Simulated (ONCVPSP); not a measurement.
**An ONCV potential for selenium, from input to tests**

Do these settings give a usable potential? It is generated, then checked for transferability, scattering, ghosts and hardness.

Method: ONCVPSP 4.0.1.1 (patched build), PBE, scalar-relativistic.

15 further runs of the same task are left out: 5 that didn't finish, 10 set aside as unsound or not needed.

## Step 1: Starting point

The settings as typed:

| Property | Result |
| --- | --- |
| element | selenium (Se, Z = 34) |
| type | optimised norm-conserving Vanderbilt (ONCV) |
| frozen core | [Ne] |
| valence charge | 24 |
| reference configuration | 3s2 3p6 3d10 4s2 4p4 |
| partial waves | 3s+4s: rc 0.90 bohr, ncon 4, nbas 8, qcut 10.1 1/bohr, 2 projectors; 3p+4p: rc 0.85 bohr, ncon 3, nbas 7, qcut 17.1 1/bohr, 2 projectors; 3d: rc 1.00 bohr, ncon 4, nbas 9, qcut 16.8 1/bohr, 2 projectors, debl 2 Ha |
| local potential | polynomial inside 0.55 bohr (lpopt 5, dvloc0 6 Ha) |
| core correction | not asked for |

An earlier all-electron run gives the scale for the radii.

All-electron outer shells of the reference configuration (PBE, scalar-relativistic, ld1.x):

```csv
shell,level (eV),outermost node (bohr),outermost maximum (bohr)
2s,-1607.20,0.06,0.17
2p,-1413.61,–,0.13
3s,-213.51,0.24,0.50
3p,-152.98,0.21,0.50
3d,-53.12,–,0.45
4s,-17.29,0.70,1.51
4p,-6.51,0.74,1.82
```

## Step 2: The generation run

Input file Se.dat:

```
# ATOM AND REFERENCE CONFIGURATION
# atsym  z   nc   nv     iexc    psfile
  Se 34.00    3    5        4      upf
#
#   n    l    f
    1    0    2.00
    2    0    2.00
    2    1    6.00
    3    0    2.00
    3    1    6.00
    3    2   10.00
    4    0    2.00
    4    1    4.00
#
# PSEUDOPOTENTIAL AND OPTIMIZATION
# lmax
    2
#
#   l,   rc,      ep,       ncon, nbas, qcut
    0    0.90    0.00    4    8   10.10
    1    0.85    0.00    3    7   17.10
    2    1.00    0.00    4    9   16.80
#
# LOCAL POTENTIAL
# lloc, lpopt,  rc(5),   dvloc0
    4    5    0.55    6.00
#
# VANDERBILT-KLEINMAN-BYLANDER PROJECTORs
# l, nproj, debl
    0    2    2.10
    1    2    1.60
    2    2    2.00
#
# MODEL CORE CHARGE
# icmod, fcfact, rcfact
    0    0.00    0.00
#
# LOG DERIVATIVE ANALYSIS
# epsh1, epsh2, depsh
   -9.00    5.00    0.04
#
# OUTPUT GRID
# rlmax, drl
    6.00    0.01
#
# TEST CONFIGURATIONS
# ncnf
    4
# nvcnf
#   n    l    f
    5
    3    0    2.00
    3    1    6.00
    3    2   10.00
    4    0    2.00
    4    1    3.00
#
    5
    3    0    2.00
    3    1    6.00
    3    2   10.00
    4    0    2.00
    4    1    2.00
#
    5
    3    0    2.00
    3    1    6.00
    3    2   10.00
    4    0    2.00
    4    1    1.00
#
    5
    3    0    2.00
    3    1    6.00
    3    2   10.00
    4    0    2.00
    4    1    3.50
#
```

Command:

```bash
$ oncvpsp.x < Se.dat > Se.out
```

**Question.** What will these runs give? Wanted: cutoffs for 1 and 0.1 mHa per electron, occupied waves; bound ghosts; GHOST(+) flags; largest test error; largest phase difference near zero energy, channels read.

The runs gave:

| quantity | value |
| --- | --- |
| cutoffs for 1 and 0.1 mHa per electron, occupied waves | 111 Ha and 201 Ha |
| bound ghosts | none found |
| GHOST(+) flags | none at low energy |
| largest test error (AE − PS) | -3.6 meV, for 3s2 3p6 3d10 4s2 4p1 |
| largest phase difference near zero energy, channels read | 0.000 rad |

In words: By total energies transferability is very good: the largest error is 3.6 meV on 62.1 eV, for 3s2 3p6 3d10 4s2 4p1. The potential is very hard: the looser tolerance needs 111 Ha. At the looser tolerance the 3d wave is the slowest; 3p needs 72 Ha. No bound ghost shows below the valence levels. Near zero energy the phases of the channels with partial waves agree within 0.001 rad. These are tests on the free atom; a crystal test is still owed.
